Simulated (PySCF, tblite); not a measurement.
# C₄H₄F₃O₂ radical: geometry, infrared bands and EPR parameters

Wanted: the infrared bands and EPR parameters of C₄H₄F₃O₂ radical (`C[C@H]([C]=O)OC(F)(F)F`), by calculation.

The runs use tblite 0.8.0 and PySCF 2.14.0, with density-fitted response routines of our own; the level of theory stands in each step. All values are computed, except where a source is named. Atoms are numbered from 0 throughout.

**1. Starting geometry**

13 atoms, charge 0, multiplicity 2; geometry from: force field or distance geometry start.

Bonds of the start (Å): C0–C1 1.52, C1–C2 1.48, C2–O3 1.21, C1–O4 1.41, O4–C5 1.39, C5–F6 1.38, C5–F7 1.39, C5–F8 1.40, C0–H9 1.09, C0–H10 1.12, C0–H11 1.10, C1–H12 1.09.

**2. Relaxing the molecule with GFN2-xTB**

Job settings and geometry (Å):

```
{"job": {"kind": "relax", "xc": "GFN2-xTB", "basis": "xTB"}, "charge": 0, "multiplicity": 2}
C     -1.192700     1.105300     0.353700
C     -0.466200    -0.130100    -0.163400
C     -1.466100    -1.226500    -0.130100
O     -1.836500    -1.856100    -1.098100
O      0.563400    -0.421300     0.757200
C      1.816200    -0.426300     0.159700
F      1.963200    -1.351100    -0.851300
F      2.810100    -0.691100     1.091600
F      2.088200     0.809300    -0.430400
H     -0.608900     1.551100     1.164500
H     -2.185100     0.822200     0.782300
H     -1.411600     1.779000    -0.484400
H     -0.078500     0.036000    -1.168900
```

Started as:

```bash
$ OMP_NUM_THREADS=1 python probes_run.py task.json out
```

The driver reads the jobs from task.json and runs them one after another.

**Question.** This job is followed by: GFN2-xTB harmonic vibrations, gas phase; UKS B3LYP, pcH-1 on C F H O, non-relativistic, mean-field spin-orbit, GIAO. Predict these results of the whole session: strongest single infrared mode (GFN2-xTB); zero-point energy (GFN2-xTB); g(iso) (B3LYP); ⟨S²⟩; largest a(iso) (averaged by class); potential on the surface of density 0.002 e/bohr³, 1st and 99th percentile.

As calculated:

| quantity | value |
| --- | --- |
| strongest single infrared mode (GFN2-xTB) | 1219 cm⁻¹, 584 km/mol |
| zero-point energy (GFN2-xTB) | 49.0 kcal/mol |
| g(iso) (B3LYP) | 2.00039 |
| ⟨S²⟩ | 0.753 (exact 0.75) |
| largest a(iso) (averaged by class) | 13C on C2, 360.2 MHz |
| potential on the surface of density 0.002 e/bohr³, 1st and 99th percentile | -0.95 V and 1.53 V |

In words: The optimisation took 127 steps and gained 0.681 eV; among the close pairs (by a distance rule), O4–C5 changed most, from 1.388 to 1.318 Å. All 33 modes are real, so the xTB geometry is a minimum. The strongest single mode, at 1219 cm⁻¹, moves mainly C5. GFN2-xTB is a fitted tight-binding method: band positions and strengths are rough. Its intensities can rank the bands wrongly. The largest share of the spin, 0.64 e, sits on C2. The isotropic g lies 1.9 ppt below the free-electron value.
